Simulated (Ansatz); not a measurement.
# Cu: a line through an energy map

One line of a two-coordinate grid on Cu (Cmcm, No. 63; 2 atoms in the cell): volume per atom is varied, at stretch along a over the lengths across it = 1.041.

Method: DFT PBEsol, scalar-relativistic, plane waves, PAW, in Ansatz 0.2.0.

1 further run of the same task is left out (set aside as unsound or not needed). Runs told in other sessions of the task aren't counted.

## 1. The system as given

The structure is orthorhombic, space group Cmcm (No. 63). Conventional cell: a = 2.429 Å, b = 7.919 Å, c = 2.468 Å, α = 90.00°, β = 90.00°, γ = 90.00°. Cu (site symmetry m2m) is surrounded by 10 Cu at 2.43 to 2.53 Å.

Structure file:

```
CELL_PARAMETERS angstrom
1.21469 -3.95947 0.00000
1.21469 3.95947 0.00000
0.00000 0.00000 2.46756
ATOMIC_POSITIONS crystal
Cu 0.13385 0.86615 0.25000
Cu 0.86615 0.13385 0.75000
```

It goes back to an entry of the Materials Project, which need not be the stable form.

This cell was relaxed beforehand with the same method: volume 11.87 Å³/atom, gap on the mesh none (metal).

## 2. Plan of the line

The energy is mapped over volume and the cell's shape.

First coordinate, volume per atom: 5 values from 10.44 to 13.29 Å³. Second coordinate, stretch along a over the lengths across it, relative to the relaxed cell: 5 values from 0.923 to 1.083.

Nothing else is relaxed (fractional coordinates fixed). Energies count from the relaxed crystal. Points are written as (first, second).

## 3. Point (10.44 Å³, 1.041)

The input, input.yaml:

```yaml
crystal:
  lattice:
    - [1.1955610409, -3.7439692127, 0.0]
    - [1.1955610409, 3.7439692127, 0.0]
    - [0.0, 0.0, 2.3332584101]
  atoms:
    - { symbol: Cu, position: [0.1338543804, 0.8661456196, 0.25] }
    - { symbol: Cu, position: [0.8661456196, 0.1338543804, 0.75] }
basis:
  ecutwfc: 520.0
kpoints:
  mp_grid: { grid: [22, 22, 20] }
hamiltonian:
  xc: pbesol
  pseudopotentials: { kind: paw, azcp: { folder: soft_1 } }
scf:
  occupations: { method: gaussian, width: 0.15 }
output:
  forces: true
  stress: true
  eigenvalues: true
  write_density: true
  write_potential: true
  elf: true
  volumetric_format: npy
```

Command:

```console
$ ansatz run input.yaml --threads 2 --pin off --max-ram 4096MiB --backend cpu --events-out ev --progress --plain --runs-dir out
```

Standard output, shortened:

```text
Warning: <dir> the record states the generating functional pbe (its physics header spells it `PBE`), which answers neither for hamiltonian.xc's functional nor for the pbesol family's — results may be inconsistent (PPs are generated against a specific XC)
Warning: RAYON_NUM_THREADS=2 ignored (pool sized by the plan → 2); use --threads N
[...]
Pseudopotentials: kind: paw
Pseudopotential: Cu, paw, valence charge 19, recommended cutoff 420 eV (normal), <dir>
Functional definition: PBEsol
[...]
Crystal: 2 atoms, lattice volume = 20.888 Å³
Basis set: ecut = 520 eV, 577 PW (Γ), exchange–correlation on 60×60×36 points (8 copies of the dense FFT grid, shifted against one another)
Bands: 23, of which v1, the nominal top of the filled ones, is band 19 counted from 1 (18 counted from 0)
Symmetry: 8 space group operations
Space group: Cmcm (ITA 63), of the structure as read, at distance tolerance 2.8e-5 Å
k-points: 1463 of 9680
[...]
SCF iter   1: F=—  HF=-13179.125381 eV  |F-HF|=—  |Δ(HF+E_count)|=         —  Δρ=3.00e-1  dr2=1.08e1  ethr=3.10e-3  ⟨swp⟩=4.9  Hψ=121509  notcnv=0
[...]
SCF iter   8: F=-13176.998682 eV  HF=-13176.998682 eV  |F-HF|=5.48e-9  |Δ(HF+E_count)|=   1.18e-6  Δρ=9.20e-6  dr2=9.74e-9  ethr=2.63e-10  ⟨swp⟩=8.8  Hψ=242099  notcnv=0
[...]
SCF converged after 8 iterations
Free energy (F): -13176.998682 eV
[...]
E sigma→0 (E₀):  -13176.995677 eV
Entropy (-TS):   -0.006010 eV (-3.005 meV/atom)
Fermi energy:    18.942280 eV
[...]
--- Forces (eV/Å), atoms counted from 1 ---
  atom   1  Cu    -0.00000000     0.00540830    -0.00000000
  atom   2  Cu     0.00000000    -0.00540830     0.00000000
[...]
--- Stress (GPa, compression-positive) ---
       15.568432      -0.000000      -0.000000
       -0.000000      33.147275       0.000000
       -0.000000       0.000000      35.450206
  P = ⅓ Tr σ = 28.0553 GPa (280.553 kbar)
--- Band table (eV; the first three rows and the last of 1463) ---
  k-point 0: bands = ["-93.7245", "-93.6854", "-51.3682", "-51.2084", "-51.1417", "-51.1397", "-51.1345", "-51.1096", "8.4977", "13.0364", "14.0709", "14.6659", "15.4787", "15.7646", "16.1827", "16.5845", "16.9072", "17.0933", "17.4721", "18.7662", "24.8797", "35.5847", "37.5993"]
[...]
```

Run time: 69 s. Hardware: 2 threads of Arm Neoverse N1, shared host; peak memory 0.92 GiB.

The maps below are laid out on this run's own conventional cell (a, b, c = 2.391, 7.488, 2.333 Å).

Density in a lattice plane of the grid's cell (edges 7.49 and 2.33 Å, at 0.000 of the third edge), which holds Cu.

Ten even steps from '0' (0.15 e/Å³) to '9' (47.14 e/Å³):
```
003960000000000000000000
003960000000000000000000
000000000000000000000000
000000000000000000006930
000000000000000000006930
000000000000000000000000
```
Columns run along the first of these edges and rows up along the second, over one cell in 24 and 6 even steps from the bottom left corner. Atoms in the plane (fractional): Cu at (0.87, 0.25), Cu at (0.13, 0.75).

ELF in the same plane.

Values, 6 rows by 12 columns:
```
0.22 0.27 0.45 0.17 0.26 0.22 0.22 0.22 0.24 0.30 0.21 0.23
0.22 0.27 0.45 0.17 0.26 0.22 0.22 0.22 0.24 0.30 0.21 0.23
0.23 0.15 0.14 0.20 0.26 0.22 0.22 0.22 0.26 0.20 0.14 0.15
0.22 0.23 0.21 0.30 0.24 0.22 0.22 0.22 0.26 0.17 0.45 0.27
0.22 0.23 0.21 0.30 0.24 0.22 0.22 0.22 0.26 0.17 0.45 0.27
0.23 0.15 0.14 0.20 0.26 0.22 0.22 0.22 0.26 0.20 0.14 0.15
```
Columns run along the first of these edges and rows up along the second, over one cell in 12 and 6 even steps from the bottom left corner. Atoms in the plane (fractional): Cu at (0.87, 0.25), Cu at (0.13, 0.75).

Both are smooth fields of the valence electrons: close to the nuclei they are not physical.

Energy on the map's scale: 124 meV/atom.

## 4. Point (11.16 Å³, 1.041)

Changes to input.yaml since step 3:

```diff
@@ -2,5 +2,5 @@
   lattice:
-    - [1.1955610409, -3.7439692127, 0.0]
-    - [1.1955610409, 3.7439692127, 0.0]
-    - [0.0, 0.0, 2.3332584101]
+    - [1.2221344001, -3.827185239, 0.0]
+    - [1.2221344001, 3.827185239, 0.0]
+    - [0.0, 0.0, 2.385119011]
   atoms:
@@ -21,5 +21 @@
   eigenvalues: true
-  write_density: true
-  write_potential: true
-  elf: true
-  volumetric_format: npy
```

Command:

```console
$ ansatz run input.yaml --threads 2 --pin off --max-ram 4096MiB --backend cpu --events-out ev --progress --plain --runs-dir out
```

Standard output, shortened:

```text
Warning: <dir> the record states the generating functional pbe (its physics header spells it `PBE`), which answers neither for hamiltonian.xc's functional nor for the pbesol family's — results may be inconsistent (PPs are generated against a specific XC)
Warning: RAYON_NUM_THREADS=2 ignored (pool sized by the plan → 2); use --threads N
[...]
Pseudopotentials: kind: paw
Pseudopotential: Cu, paw, valence charge 19, recommended cutoff 420 eV (normal), <dir>
Functional definition: PBEsol
[...]
Crystal: 2 atoms, lattice volume = 22.312 Å³
Basis set: ecut = 520 eV, 611 PW (Γ), exchange–correlation on 60×60×36 points (8 copies of the dense FFT grid, shifted against one another)
Bands: 23, of which v1, the nominal top of the filled ones, is band 19 counted from 1 (18 counted from 0)
Symmetry: 8 space group operations
Space group: Cmcm (ITA 63), of the structure as read, at distance tolerance 2.8e-5 Å
k-points: 1463 of 9680
[...]
SCF iter   1: F=—  HF=-13179.296551 eV  |F-HF|=—  |Δ(HF+E_count)|=         —  Δρ=2.94e-1  dr2=1.13e1  ethr=3.10e-3  ⟨swp⟩=4.7  Hψ=120193  notcnv=0
[...]
SCF iter   8: F=-13177.172471 eV  HF=-13177.172471 eV  |F-HF|=9.26e-9  |Δ(HF+E_count)|=   1.21e-6  Δρ=1.11e-5  dr2=1.63e-8  ethr=2.63e-10  ⟨swp⟩=5.6  Hψ=146144  notcnv=0
[...]
SCF converged after 8 iterations
Free energy (F): -13177.172471 eV
[...]
E sigma→0 (E₀):  -13177.169321 eV
Entropy (-TS):   -0.006300 eV (-3.150 meV/atom)
Fermi energy:    17.399266 eV
[...]
--- Forces (eV/Å), atoms counted from 1 ---
  atom   1  Cu     0.00000000    -0.07171065    -0.00000000
  atom   2  Cu     0.00000000     0.07171065     0.00000000
[...]
--- Stress (GPa, compression-positive) ---
        2.826652       0.000000       0.000000
        0.000000      15.670557       0.000000
        0.000000       0.000000      17.533909
  P = ⅓ Tr σ = 12.0104 GPa (120.104 kbar)
--- Band table (eV; the first three rows and the last of 1463) ---
  k-point 0: bands = ["-95.0677", "-95.0384", "-52.6875", "-52.5637", "-52.5110", "-52.5083", "-52.4968", "-52.4770", "7.5069", "11.9499", "12.9045", "13.4423", "14.1806", "14.4387", "14.8194", "15.1842", "15.4719", "15.6404", "15.9828", "17.3656", "22.9344", "33.4140", "35.2886"]
[...]
```

It took 48 s on 2 threads of Arm Neoverse N1, shared host; peak memory 0.98 GiB.

That is 37 meV/atom from the zero.

## 5. Point (11.87 Å³, 1.041)

Changes to input.yaml since step 4:

```diff
@@ -2,5 +2,5 @@
   lattice:
-    - [1.2221344001, -3.827185239, 0.0]
-    - [1.2221344001, 3.827185239, 0.0]
-    - [0.0, 0.0, 2.385119011]
+    - [1.2475936472, -3.906912358, 0.0]
+    - [1.2475936472, 3.906912358, 0.0]
+    - [0.0, 0.0, 2.4348053092]
   atoms:
@@ -21 +21,5 @@
   eigenvalues: true
+  write_density: true
+  write_potential: true
+  elf: true
+  volumetric_format: npy
```

Command:

```console
$ ansatz run input.yaml --threads 2 --pin off --max-ram 4096MiB --backend cpu --events-out ev --progress --plain --runs-dir out
```

Standard output, shortened:

```text
Warning: <dir> the record states the generating functional pbe (its physics header spells it `PBE`), which answers neither for hamiltonian.xc's functional nor for the pbesol family's — results may be inconsistent (PPs are generated against a specific XC)
Warning: RAYON_NUM_THREADS=2 ignored (pool sized by the plan → 2); use --threads N
[...]
Pseudopotentials: kind: paw
Pseudopotential: Cu, paw, valence charge 19, recommended cutoff 420 eV (normal), <dir>
Functional definition: PBEsol
[...]
Crystal: 2 atoms, lattice volume = 23.736 Å³
Basis set: ecut = 520 eV, 655 PW (Γ), exchange–correlation on 64×64×40 points (8 copies of the dense FFT grid, shifted against one another)
Bands: 23, of which v1, the nominal top of the filled ones, is band 19 counted from 1 (18 counted from 0)
Symmetry: 8 space group operations
Space group: Cmcm (ITA 63), of the structure as read, at distance tolerance 2.9e-5 Å
k-points: 1463 of 9680
[...]
SCF iter   1: F=—  HF=-13179.325420 eV  |F-HF|=—  |Δ(HF+E_count)|=         —  Δρ=2.87e-1  dr2=1.15e1  ethr=3.10e-3  ⟨swp⟩=4.4  Hψ=119064  notcnv=0
[...]
SCF iter   8: F=-13177.226406 eV  HF=-13177.226406 eV  |F-HF|=3.00e-9  |Δ(HF+E_count)|=   9.28e-7  Δρ=7.34e-6  dr2=8.48e-9  ethr=2.63e-10  ⟨swp⟩=8.9  Hψ=238408  notcnv=0
[...]
SCF converged after 8 iterations
Free energy (F): -13177.226406 eV
[...]
E sigma→0 (E₀):  -13177.223070 eV
Entropy (-TS):   -0.006673 eV (-3.337 meV/atom)
Fermi energy:    16.045837 eV
[...]
--- Forces (eV/Å), atoms counted from 1 ---
  atom   1  Cu     0.00000000    -0.12812681     0.00000000
  atom   2  Cu     0.00000000     0.12812681     0.00000000
[...]
--- Stress (GPa, compression-positive) ---
       -5.909410       0.000000       0.000000
        0.000000       3.388377       0.000000
        0.000000       0.000000       4.906535
  P = ⅓ Tr σ = 0.7952 GPa (7.952 kbar)
--- Band table (eV; the first three rows and the last of 1463) ---
  k-point 0: bands = ["-96.2499", "-96.2278", "-53.8519", "-53.7552", "-53.7131", "-53.7099", "-53.6943", "-53.6785", "6.6465", "10.9888", "11.8727", "12.3615", "13.0357", "13.2704", "13.6186", "13.9517", "14.2099", "14.3633", "14.6749", "16.1398", "21.2230", "31.4882", "33.2400"]
[...]
```

Run time: 71 s. Hardware: 2 threads of Arm Neoverse N1, shared host; peak memory 0.99 GiB.

The maps below are laid out on this run's own conventional cell (a, b, c = 2.495, 7.814, 2.435 Å).

Density in a lattice plane of the grid's cell (edges 7.81 and 2.43 Å, at 0.000 of the third edge), which holds Cu.

Values in e/Å³, 6 rows by 12 columns:
```
 0.37 13.40 27.26  0.45  0.17  0.13  0.13  0.22  0.27  0.24  0.36  0.34
 0.37 13.51 27.57  0.45  0.17  0.13  0.13  0.22  0.27  0.24  0.36  0.34
 0.34  1.60  2.36  0.32  0.21  0.17  0.13  0.17  0.21  0.32  2.36  1.60
 0.37  0.34  0.36  0.24  0.27  0.22  0.13  0.13  0.17  0.45 27.57 13.51
 0.37  0.34  0.36  0.24  0.27  0.22  0.13  0.13  0.17  0.45 27.26 13.40
 0.34  1.61  2.38  0.32  0.21  0.17  0.13  0.17  0.21  0.32  2.38  1.61
```
Columns run along the first of these edges and rows up along the second, over one cell in 12 and 6 even steps from the bottom left corner. Atoms in the plane (fractional): Cu at (0.87, 0.25), Cu at (0.13, 0.75).

ELF in the same plane.

Ten even steps from ' ' (0.14) to '@' (0.66):
```
..  ::@@++    ..::................::::........::
..  ::@@++    ..::................::::........::
..          ..::::..............::::..          
..::........::::................::..    ++@@::  
..::........::::................::..    ++@@::  
..          ..::::..............::::..          
```
Columns run along the first of these edges and rows up along the second, over one cell in 24 and 6 even steps from the bottom left corner. Atoms in the plane (fractional): Cu at (0.87, 0.25), Cu at (0.13, 0.75).

Both are smooth fields of the valence electrons: close to the nuclei they are not physical.

Energy on the map's scale: 10 meV/atom.

## 6. Point (12.58 Å³, 1.041)

Changes to input.yaml since step 5:

```diff
@@ -2,5 +2,5 @@
   lattice:
-    - [1.2475936472, -3.906912358, 0.0]
-    - [1.2475936472, 3.906912358, 0.0]
-    - [0.0, 0.0, 2.4348053092]
+    - [1.2720661042, -3.983549286, 0.0]
+    - [1.2720661042, 3.983549286, 0.0]
+    - [0.0, 0.0, 2.4825657866]
   atoms:
@@ -21,5 +21 @@
   eigenvalues: true
-  write_density: true
-  write_potential: true
-  elf: true
-  volumetric_format: npy
```

Command:

```console
$ ansatz run input.yaml --threads 2 --pin off --max-ram 4096MiB --backend cpu --events-out ev --progress --plain --runs-dir out
```

Standard output, shortened:

```text
Warning: <dir> the record states the generating functional pbe (its physics header spells it `PBE`), which answers neither for hamiltonian.xc's functional nor for the pbesol family's — results may be inconsistent (PPs are generated against a specific XC)
Warning: RAYON_NUM_THREADS=2 ignored (pool sized by the plan → 2); use --threads N
[...]
Pseudopotentials: kind: paw
Pseudopotential: Cu, paw, valence charge 19, recommended cutoff 420 eV (normal), <dir>
Functional definition: PBEsol
[...]
Crystal: 2 atoms, lattice volume = 25.160 Å³
Basis set: ecut = 520 eV, 663 PW (Γ), exchange–correlation on 64×64×40 points (8 copies of the dense FFT grid, shifted against one another)
Bands: 23, of which v1, the nominal top of the filled ones, is band 19 counted from 1 (18 counted from 0)
Symmetry: 8 space group operations
Space group: Cmcm (ITA 63), of the structure as read, at distance tolerance 2.9e-5 Å
k-points: 1463 of 9680
[...]
SCF iter   1: F=—  HF=-13179.253911 eV  |F-HF|=—  |Δ(HF+E_count)|=         —  Δρ=2.79e-1  dr2=1.17e1  ethr=3.10e-3  ⟨swp⟩=4.2  Hψ=118108  notcnv=0
[...]
SCF iter   8: F=-13177.196521 eV  HF=-13177.196521 eV  |F-HF|=1.51e-8  |Δ(HF+E_count)|=   9.33e-7  Δρ=1.28e-5  dr2=2.46e-8  ethr=2.63e-10  ⟨swp⟩=5.6  Hψ=148499  notcnv=0
[...]
SCF converged after 8 iterations
Free energy (F): -13177.196521 eV
[...]
E sigma→0 (E₀):  -13177.192969 eV
Entropy (-TS):   -0.007104 eV (-3.552 meV/atom)
Fermi energy:    14.849924 eV
[...]
--- Forces (eV/Å), atoms counted from 1 ---
  atom   1  Cu     0.00000000    -0.16960607     0.00000000
  atom   2  Cu     0.00000000     0.16960607     0.00000000
[...]
--- Stress (GPa, compression-positive) ---
      -11.865498       0.000000       0.000000
        0.000000      -5.260785       0.000000
        0.000000       0.000000      -4.021167
  P = ⅓ Tr σ = -7.0491 GPa (-70.491 kbar)
--- Band table (eV; the first three rows and the last of 1463) ---
  k-point 0: bands = ["-97.2980", "-97.2812", "-54.8867", "-54.8106", "-54.7767", "-54.7731", "-54.7550", "-54.7423", "5.8924", "10.1323", "10.9534", "11.3999", "12.0185", "12.2333", "12.5530", "12.8586", "13.0917", "13.2320", "13.5173", "15.0575", "19.7050", "29.7664", "31.4102"]
[...]
```

It took 51 s on 2 threads of Arm Neoverse N1, shared host; peak memory 1.1 GiB.

On the map this point reads 25 meV/atom.

## 7. Point (13.29 Å³, 1.041)

Changes to input.yaml since step 6:

```diff
@@ -2,5 +2,5 @@
   lattice:
-    - [1.2720661042, -3.983549286, 0.0]
-    - [1.2720661042, 3.983549286, 0.0]
-    - [0.0, 0.0, 2.4825657866]
+    - [1.2956257702, -4.0573277558, 0.0]
+    - [1.2956257702, 4.0573277558, 0.0]
+    - [0.0, 0.0, 2.52854486]
   atoms:
```

Command:

```console
$ ansatz run input.yaml --threads 2 --pin off --max-ram 4096MiB --backend cpu --events-out ev --progress --plain --runs-dir out
```

Standard output, shortened:

```text
Warning: <dir> the record states the generating functional pbe (its physics header spells it `PBE`), which answers neither for hamiltonian.xc's functional nor for the pbesol family's — results may be inconsistent (PPs are generated against a specific XC)
Warning: RAYON_NUM_THREADS=2 ignored (pool sized by the plan → 2); use --threads N
[...]
Pseudopotentials: kind: paw
Pseudopotential: Cu, paw, valence charge 19, recommended cutoff 420 eV (normal), <dir>
Functional definition: PBEsol
[...]
Crystal: 2 atoms, lattice volume = 26.584 Å³
Basis set: ecut = 520 eV, 715 PW (Γ), exchange–correlation on 64×64×40 points (8 copies of the dense FFT grid, shifted against one another)
Bands: 23, of which v1, the nominal top of the filled ones, is band 19 counted from 1 (18 counted from 0)
Symmetry: 8 space group operations
Space group: Cmcm (ITA 63), of the structure as read, at distance tolerance 3.0e-5 Å
k-points: 1463 of 9680
[...]
SCF iter   1: F=—  HF=-13179.111893 eV  |F-HF|=—  |Δ(HF+E_count)|=         —  Δρ=2.71e-1  dr2=1.18e1  ethr=3.10e-3  ⟨swp⟩=3.9  Hψ=117403  notcnv=0
[...]
SCF iter   8: F=-13177.108160 eV  HF=-13177.108160 eV  |F-HF|=2.33e-8  |Δ(HF+E_count)|=   7.37e-7  Δρ=1.49e-5  dr2=3.74e-8  ethr=2.59e-10  ⟨swp⟩=5.0  Hψ=145164  notcnv=0
[...]
SCF converged after 8 iterations
Free energy (F): -13177.108160 eV
[...]
E sigma→0 (E₀):  -13177.104407 eV
Entropy (-TS):   -0.007507 eV (-3.753 meV/atom)
Fermi energy:    13.787273 eV
[...]
--- Forces (eV/Å), atoms counted from 1 ---
  atom   1  Cu     0.00000000    -0.19984026     0.00000000
  atom   2  Cu     0.00000000     0.19984026     0.00000000
[...]
--- Stress (GPa, compression-positive) ---
      -15.862040       0.000000       0.000000
        0.000000     -11.318136       0.000000
        0.000000       0.000000     -10.321355
  P = ⅓ Tr σ = -12.5005 GPa (-125.005 kbar)
--- Band table (eV; the first three rows and the last of 1463) ---
  k-point 0: bands = ["-98.2322", "-98.2193", "-55.8110", "-55.7507", "-55.7232", "-55.7192", "-55.6997", "-55.6894", "5.2272", "9.3650", "10.1300", "10.5398", "11.1097", "11.3074", "11.6021", "11.8838", "12.0952", "12.2242", "12.4866", "14.0959", "18.3508", "28.2190", "29.7669"]
[...]
```

Wall time 65 s (2 threads of Arm Neoverse N1, shared host); peak memory 1.1 GiB.

On the map this point reads 69 meV/atom.

## 8. What came out

```
volume per atom (Å³)  step  energy (meV/atom)  slope (meV/atom per Å³)  pressure (GPa)  largest force on an atom (eV/Å)
               10.44     3                124                     −175            28.1                            0.005
               11.16     4                 37                      −75            12.0                            0.072
               11.87     5                 10                       −5             0.8                            0.128
               12.58     6                 25                       44            −7.0                            0.170
               13.29     7                 69                       78           −12.5                            0.200
```

Energies count from the relaxed crystal. Slopes come from the forces (and the stress, where the cell changes), not from differences of energies.

In words: The lowest point computed on the line is at 11.87 Å³, 10 meV/atom from the zero. Energies and slopes round the minimum, fitted together, put the minimum at 11.929 Å³, with a curvature of about 79 meV/atom per (Å³)². V·d²E/dV² there is about 150 GPa, a bulk modulus under this line's constraint. The well is lopsided: two grid steps out, the energy rises by 114 meV/atom towards smaller values and 59 meV/atom towards larger ones. The highest point computed, at 10.44 Å³, lies 114 meV/atom above the lowest. This is one cut through a surface in two coordinates; the map's lowest point lies off it. With the other coordinates free, the energies away from the reference would be the same or lower.
